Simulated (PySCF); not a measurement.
# YH₂⁺: one geometry, many levels of theory

Aim: at the PBE0 minimum of singlet YH₂⁺, found before, compare methods on energies and levels.

The runs use PySCF 2.14.0; several methods, basis Y def2-TZVP with ECP28, H def2-TZVP, scalar-relativistic core potentials, no spin–orbit coupling, density fitting.

## (1) Starting geometry

3 atoms, charge 1, spin multiplicity 1.

Bond lengths: Y1–H2 1.882 Å, Y1–H3 1.882 Å. Angles: H2–Y1–H3 106.9°.

Coordinates in bohr (charge 1 multiplicity 1):
```
Y     0.0087    0.0462    0.0000
H    -0.3855   -2.0364    2.8566
H    -0.3855   -2.0364   -2.8566
```

## (2) PBE0

The steps are one call of a driver around PySCF; scf.py gives each level's set-up. Each SCF starts from the density of the minimum. The driver also runs the species with one electron less or more at the same geometry (one less: multiplicity 2, one more: multiplicity 2); their logs are not shown.

File scf.py:

```python
from pyscf import gto, scf, dft
mol = gto.M(atom='''
Y      0.004624     0.024431     0.000000
H     -0.203974    -1.077605     1.511664
H     -0.203974    -1.077605    -1.511664''',
    basis={'Y': 'def2-TZVP', 'H': 'def2-TZVP'},
    ecp={'Y': 'def2-TZVP'},
    charge=1, spin=0)
mf = dft.RKS(mol, xc='PBE0')
mf.grids.atom_grid = (99, 590)
aux = {'Y': 'def2-universal-JKFIT', 'H': 'def2-universal-JKFIT'}
mf = mf.density_fit(auxbasis=aux)
mf.kernel()
```

## (3) CCSD(T)

scf.py, as its differences from that of step 2:

```diff
@@ -9,2 +9 @@
-mf = dft.RKS(mol, xc='PBE0')
-mf.grids.atom_grid = (99, 590)
+mf = scf.RHF(mol)
@@ -13,0 +13,3 @@
+from pyscf import cc
+mycc = cc.CCSD(mf, frozen=0).run()
+mycc.ccsd_t()
```

## (4) HF

scf.py, as its differences from that of step 3:

```diff
@@ -13,3 +12,0 @@
-from pyscf import cc
-mycc = cc.CCSD(mf, frozen=0).run()
-mycc.ccsd_t()
```

## (5) PBE

scf.py, as its differences from that of step 4:

```diff
@@ -9 +9,2 @@
-mf = scf.RHF(mol)
+mf = dft.RKS(mol, xc='PBE')
+mf.grids.atom_grid = (99, 590)
```

## (6) r2SCAN

scf.py, as its differences from that of step 5:

```diff
@@ -9 +9 @@
-mf = dft.RKS(mol, xc='PBE')
+mf = dft.RKS(mol, xc='R2SCAN')
```

## (7) B3LYP

scf.py, as its differences from that of step 6:

```diff
@@ -9 +9 @@
-mf = dft.RKS(mol, xc='R2SCAN')
+mf = dft.RKS(mol, xc='B3LYP')
```

## (8) TPSSh

scf.py, as its differences from that of step 7:

```diff
@@ -9 +9 @@
-mf = dft.RKS(mol, xc='B3LYP')
+mf = dft.RKS(mol, xc='TPSSH')
```

## (9) HSE06

scf.py, as its differences from that of step 8:

```diff
@@ -9 +9 @@
-mf = dft.RKS(mol, xc='TPSSH')
+mf = dft.RKS(mol, xc='HSE06')
```

## (10) M06-2X

scf.py, as its differences from that of step 9:

```diff
@@ -9 +9 @@
-mf = dft.RKS(mol, xc='HSE06')
+mf = dft.RKS(mol, xc='M062X')
```

(Steps that only read results are left out.)

Q: Predict the outcome of this session. Wanted: vertical ionisation energy, CCSD(T); vertical electron affinity, CCSD(T); orbital gap, range; T1, D1; T1, D1 of the species with one electron less; T1, D1 of the species with one electron more.

**Answer**, as computed:

| quantity | value |
| --- | --- |
| vertical ionisation energy, CCSD(T) | 15.32 eV |
| vertical electron affinity, CCSD(T) | 6.00 eV |
| orbital gap, range | 2.92 (PBE) to 10.34 (HF) eV |
| T1, D1 | 0.016, 0.046 |
| T1, D1 of the species with one electron less | 0.032, 0.102 |
| T1, D1 of the species with one electron more | 0.028, 0.125 |

**Reading.** Against CCSD(T), the vertical ionisation energy is best met by r2SCAN (+0.07 eV) and worst by HF (-0.52 eV). r2SCAN costs 3.7 s against 17 s for CCSD(T), a factor of about 5, and lands within 0.07 eV. For the vertical electron affinity, TPSSh comes nearest to CCSD(T) (+0.05 eV) and HF is farthest (-0.29 eV). The PBE orbital energy is a poor guide to ionisation (11.7 eV, 3.6 eV too small); the difference of PBE energies gives 15.4 eV.
